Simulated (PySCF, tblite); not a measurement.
# C5H10F3PSi: geometry, infrared bands and NMR shifts

Wanted: the infrared bands and NMR shifts of C5H10F3PSi (`C[Si](C)(C)/C=P\C(F)(F)F`), by calculation.

Computed with tblite 0.8.0 and PySCF 2.14.0, with density-fitted response routines of our own, on a single molecule in the gas phase. Atoms count from 0, in the outputs and in this text.

## Step 1: The molecule as given

20 atoms, charge 0, multiplicity 1; geometry from: force field or distance geometry start.

Bonds of the start (Å): C0–Si1 1.87, Si1–C2 1.89, Si1–C3 1.89, Si1–C4 1.86, C4–P5 1.69, P5–C6 1.86, C6–F7 1.37, C6–F8 1.36, C6–F9 1.36, C0–H10 1.09, C0–H11 1.09, C0–H12 1.11, C2–H13 1.09, C2–H14 1.10, C2–H15 1.10, C3–H16 1.10, C3–H17 1.08, C3–H18 1.08, C4–H19 1.11.

## Step 2: Relaxing the molecule with GFN2-xTB

Job settings and geometry (Å):

```
{"job": {"kind": "relax", "xc": "GFN2-xTB", "basis": "xTB"}, "charge": 0, "multiplicity": 1}
C     -0.975900    -1.392500    -0.152700
Si    -0.504500     0.420800    -0.147800
C     -0.405700     1.030900     1.637400
C     -1.896000     1.379400    -1.005600
C      1.084100     0.784400    -1.037100
P      2.611500     0.061800    -1.060300
C      2.532200    -1.388700     0.097100
F      1.996600    -1.097400     1.319300
F      1.805800    -2.430100    -0.395300
F      3.755500    -1.917100     0.376300
H     -0.396900    -1.968800     0.562400
H     -0.851700    -1.827400    -1.144700
H     -2.042400    -1.503100     0.134800
H      0.355300     0.501200     2.200900
H     -1.378800     0.896500     2.138800
H     -0.179900     2.103300     1.669000
H     -2.844000     1.204700    -0.478800
H     -1.682800     2.439100    -0.989300
H     -1.997200     1.046100    -2.029300
H      1.009600     1.667600    -1.698000
```

The run is started by

```console
OMP_NUM_THREADS=1 python probes_run.py task.json out
```

One launch serves the whole session: the jobs run in the order shown.

**Question.** This job is followed by: GFN2-xTB harmonic vibrations, gas phase; GIAO PBE0/pcSseg-1 NMR shielding, non-relativistic, gas phase. What will the session give for the following? strongest single infrared mode (GFN2-xTB); zero-point energy (GFN2-xTB); ¹³C shifts against TMS (PBE0/pcSseg-1, means over atoms taken as alike); ¹H shifts against TMS (PBE0/pcSseg-1, means over atoms taken as alike); ²⁹Si shifts against TMS (PBE0/pcSseg-1); ³¹P shifts against H3PO4 (PBE0/pcSseg-1); ¹⁹F shifts against CFCl3 (PBE0/pcSseg-1, means over atoms taken as alike).

The runs gave:

| quantity | value |
| --- | --- |
| strongest single infrared mode (GFN2-xTB) | 871 cm⁻¹, 298 km/mol |
| zero-point energy (GFN2-xTB) | 88.3 kcal/mol |
| ¹³C shifts against TMS (PBE0/pcSseg-1, means over atoms taken as alike) | 221.6, 139.5, 1.4 ppm |
| ¹H shifts against TMS (PBE0/pcSseg-1, means over atoms taken as alike) | 10.41, 0.30 ppm |
| ²⁹Si shifts against TMS (PBE0/pcSseg-1) | -5.7 ppm |
| ³¹P shifts against H3PO4 (PBE0/pcSseg-1) | 347.2 ppm |
| ¹⁹F shifts against CFCl3 (PBE0/pcSseg-1, means over atoms taken as alike) | -65.9 ppm |

In words: Relaxing lowered the energy by 0.211 eV in 53 steps; the close pair that moved most is Si1–C4, from 1.857 to 1.915 Å. All 54 modes are real, so the xTB geometry is a minimum. The strongest single mode, at 871 cm⁻¹, has its largest shares on H12, H14, Si1 and H16 (the list is cut at 4 atoms). GFN2-xTB is a fitted tight-binding method: band positions and strengths are rough. Its intensities can rank the bands wrongly. At PBE0/pcSseg-1: Shielding is most anisotropic at P5 (span 785 ppm, paramagnetic term -994 ppm).
